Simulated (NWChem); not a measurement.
# C12H8S (dibenzothiophene) at wB97X/STO-3G

Aim: the electronic atomisation energy of C12H8S (dibenzothiophene) at wB97X/STO-3G, from 4 runs. 

The results are computed with NWChem 7.3.0.

## Step 1: The system as given

C12H8S has 21 atoms, charge 0, and is taken as a singlet. SMILES: `c1ccc2c(c1)sc1ccccc12`. The coordinates come from a PBE0-D4/def2-TZVP relaxation.

Some bond lengths: C1–C2 1.396 Å, C2–C3 1.381 Å, C3–C4 1.394 Å, C4–C5 1.404 Å, C1–C6 1.382 Å, C5–C6 1.389 Å, C5–S7 1.737 Å, S7–C8 1.738 Å, C8–C9 1.389 Å, C9–C10 1.382 Å, C10–C11 1.396 Å, C11–C12 1.381 Å, C4–C13 1.443 Å, C8–C13 1.404 Å, C12–C13 1.394 Å, C1–H14 1.084 Å. Some angles: C1–C2–C3 120.6°, C2–C1–C6 120.8°, C2–C3–C4 119.7°, C3–C4–C5 119.0°, C3–C4–C13 129.2°, C5–C4–C13 111.9°, C4–C5–C6 121.5°, C4–C5–S7 112.4°, C6–C5–S7 126.1°, C1–C6–C5 118.5°.

## Step 2: The energy at wB97X/STO-3G (run 1)

File mol.xyz:

```xyz
21

C     -3.196400    -0.765400    -1.133400
C     -2.153900    -1.411200    -1.800200
C     -0.841400    -1.185100    -1.436800
C     -0.554300    -0.304300    -0.395100
C     -1.615000     0.336900     0.264900
C     -2.937300     0.112100    -0.097700
S     -1.065100     1.393100     1.530100
C      0.594600     0.997900     1.201100
C      1.704300     1.500600     1.869100
C      2.958900     1.076000     1.474600
C      3.108200     0.163200     0.429200
C      2.002800    -0.334100    -0.231700
C      0.726600     0.078800     0.147600
H     -4.221800    -0.953000    -1.429900
H     -2.378400    -2.095700    -2.609700
H     -0.035900    -1.689700    -1.958400
H     -3.747000     0.613100     0.419600
H      1.589200     2.209700     2.680300
H      3.836100     1.457700     1.984000
H      4.100700    -0.157400     0.135400
H      2.125100    -1.043300    -1.042700
```

File mol.nw:

```
start mol
memory stack 880 mb heap 220 mb global 1100 mb

geometry units angstrom noautosym nocenter noautoz
load format xyz mol.xyz
end

basis spherical bse
* library STO-3G
end

dft
xc wb97x
grid fine
convergence energy 1e-08
maxiter 100
mulliken
print low
end

task dft energy
```

Run with:

```sh
$ nwchem mol.nw > mol.out
```

Standard output:

```text
[...]
 d= 0,ls=0.0,diis     1   -850.1408963203 -1.65D+03  1.31D-02  5.70D-01     5.0
[...]
 d= 0,ls=0.0,diis    11   -850.2305360972 -6.66D-10  7.09D-07  2.03D-10    51.9
         Total DFT energy =     -850.230536097170
      One electron energy =    -2750.803203393296
           Coulomb energy =     1195.873646201454
    Exchange-Corr. energy =      -93.897291772071
 Nuclear repulsion energy =      798.596312866742
[...]
      Total Density - Mulliken Population Analysis
     ---------------------------------------------
    Atom       Charge   Shell Charges
 -----------   ------   -------------------------------------------------------
    1 C    6     6.08   1.99  1.14  2.95
    2 C    6     6.09   1.99  1.14  2.96
    3 C    6     6.08   1.99  1.14  2.95
    4 C    6     6.02   1.99  1.11  2.92
    5 C    6     6.10   1.99  1.17  2.93
    6 C    6     6.09   1.99  1.13  2.97
    7 S   16    15.75   2.00  2.00  5.95  1.85  3.96
    8 C    6     6.10   1.99  1.17  2.93
    9 C    6     6.09   1.99  1.13  2.97
   10 C    6     6.08   1.99  1.14  2.95
[...]
```

Run time: 53 s. Hardware: 1 thread of AMD EPYC 9R45 (Zen 5), shared host; peak memory 0.13 GiB.

## Step 3: The C atom, same level (run 2)

File c.nw:

```
start c
title "C energy"
memory total 2200 mb
geometry units angstrom noautosym nocenter noautoz
 C      0.000000     0.000000     0.000000
end
basis spherical bse
 * library STO-3G
end
dft
 xc wb97x
 mult 3
 grid fine
 convergence energy 1e-08
 iterations 100
 mulliken
 noprint "final vectors analysis"
end
task dft energy
```

Run the same way, it converges to -37.34788 Eh (log not shown).

Run 3 isn't shown in full; the table further down has it.

## Step 4: The S atom at the same level (run 4)

File input.nw:

```
start input
title "S wB97X"
memory 2200 mb
charge 0

geometry units angstroms noautosym nocenter noautoz
  S     0.000000    0.000000    0.000000
end

basis spherical bse
  * library STO-3G
end

dft
  xc wb97x
  mult 3
  grid fine
  convergence energy 1e-08
  maxiter 100
  mulliken
  print low
end

task dft energy
```

Run the same way, it converges to -393.67756 Eh (log not shown).

## Step 5: All runs side by side

```
run           level  partner  energy (Eh)  wall time
  1    wB97X/STO-3G     base  -850.230536       53 s
  2  U-wB97X/STO-3G    atoms   -37.347878      0.6 s
  3  U-wB97X/STO-3G    atoms    -0.466922      0.6 s
  4  U-wB97X/STO-3G    atoms  -393.677557      0.9 s
```

## Step 6: What came out

Level: wB97X/STO-3G.

```
                     quantity          value
         S atom: total energy  -393.67756 Eh
                 S atom: ⟨S²⟩          2.000
electronic atomisation energy     126.344 eV
```

Taking the molecule apart into free atoms costs 126.34 eV (2914 kcal/mol), before zero-point energy and without spin-orbit coupling. In a minimal basis such a difference can be off by several eV, whatever the method. In runs 1, 2, 3, 4 the basis is minimal, so the values are rough. All runs together took 55 s, the longest 53 s.
